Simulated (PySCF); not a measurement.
# A diatomic session: SnB−

One job finds the state of SnB−, follows it along the bond with each method and fits the curves.

Method: Sn aug-cc-pVDZ-PP with ECP28, B aug-cc-pVDZ, scalar-relativistic core potentials; program: PySCF 2.14.0.

**1. The job**

Settings of the job:

```json
{"atoms": "Sn, B", "charge": "-1", "basis": "Sn aug-cc-pVDZ-PP with ECP28, B aug-cc-pVDZ", "Hamiltonian": "scalar-relativistic core potentials", "basis functions": "55", "electrons treated": "28", "masses in u": "119.9022, 11.0093", "levels": "PBE0, PBE, r²SCAN, B2PLYP, B97-3, M06-2X, LC-ωPBE, HF, MP2, SCS-MP2, CCSD, CCSD(T)", "grid": "80 radial by 434 angular points", "occupations": "held fixed by the projection of orbital angular momentum", "dissociation limit": "Sn− + B, each in its ground configuration", "starting distance in angstrom": "2.265", "values of 2S to try": "0, 2, 4"}
```

Command:

```console
OMP_NUM_THREADS=1 python dia.py task.json out
```

The runs that follow: The PBE0 curve of the state that the search chose; Other states along the same grid; PBE (GGA); r²SCAN (meta-GGA); B2PLYP (double hybrid); B97-3; M06-2X (hybrid meta-GGA); LC-ωPBE (range-separated hybrid); ROHF (mean field); Correlated methods on the Hartree–Fock reference.

**Question.** What will these runs give? Wanted: for each run, Re; ωe; De; μ.

The runs gave:

Lowest PBE0 solution found, without spin–orbit coupling: ³Π (triplet), unpaired electrons σ ↑, π ↑. State 2 has its PBE0 minimum 0.14 eV higher, as a spin-mixed determinant (⟨S²⟩ = 1.03), so this is no gap between pure states. State 3 has its PBE0 minimum 0.27 eV higher. State 4 has its PBE0 minimum 0.47 eV higher, as a spin-mixed determinant (⟨S²⟩ = 1.01), so this is no gap between pure states. The other levels ran on the lowest alone.

| level | Re (Å) | ωe (cm⁻¹) | De (eV) | μ (D) |
| --- | --- | --- | --- | --- |
| ROHF | 2.122 | 623 | 0.83 | -3.21 |
| ROHF-CCSD | 2.158 | 573 | 2.03 | n/a |
| ROHF-CCSD(T) | 2.175 | 553 | 2.32 | n/a |
| PBE | 2.155 | 565 | 3.00 | -4.04 |
| r²SCAN | 2.136 | 589 | 2.79 | -3.73 |
| PBE0 | 2.132 | 595 | 2.69 | -3.91 |
| B97-3 | 2.145 | 581 | 2.71 | -4.02 |
| M06-2X | 2.149 | 569 | 2.29 | -3.90 |
| LC-ωPBE | 2.093 | 627 | 2.32 | -3.73 |
| B2PLYP | 2.141 | 620 | 2.59 | -3.70 |

De is counted to Sn− + B in their ground configurations. A positive dipole points from Sn to B; in an ion it is taken about the centre of mass and does not tell which atom is negative. No constants: ROHF-MP2 (the points don't follow one smooth fit); ROHF-SCS-MP2 (the points don't follow one smooth fit).

Differences from CCSD(T) in the same basis:

| level | Re (mÅ) | ωe (%) |
| --- | --- | --- |
| ROHF | -54 | +12.7 |
| ROHF-CCSD | -17 | +3.7 |
| PBE | -21 | +2.1 |
| r²SCAN | -39 | +6.6 |
| PBE0 | -44 | +7.6 |
| B97-3 | -30 | +5.1 |
| M06-2X | -26 | +3.0 |
| LC-ωPBE | -83 | +13.3 |
| B2PLYP | -34 | +12.0 |

**Reading.** Judged by CCSD(T) in the same basis: best bond length ROHF-CCSD (-17 mÅ), worst LC-ωPBE (-83 mÅ); best wavenumber PBE (+2.1 %), worst LC-ωPBE (+13.3 %). Hartree–Fock makes the bond too short and too stiff against this reference, as it mostly does. CCSD(T) in a basis this small is itself some way from its limit, more so than the functionals. Among the levels with a De in the table, it runs from 0.83 eV (ROHF) to 3.00 eV (PBE).

Correlated steps freeze 5 core orbitals. These are scalar-relativistic numbers at best; spin–orbit coupling would shift them, the dissociation energy most. B2PLYP dipoles, levels and charges come from its SCF part alone. With some functionals the highest level of the anion is positive, from self-interaction error or because the anion is truly unbound there; the finite basis then holds the extra electron, and no neutral molecule was run to test the binding.
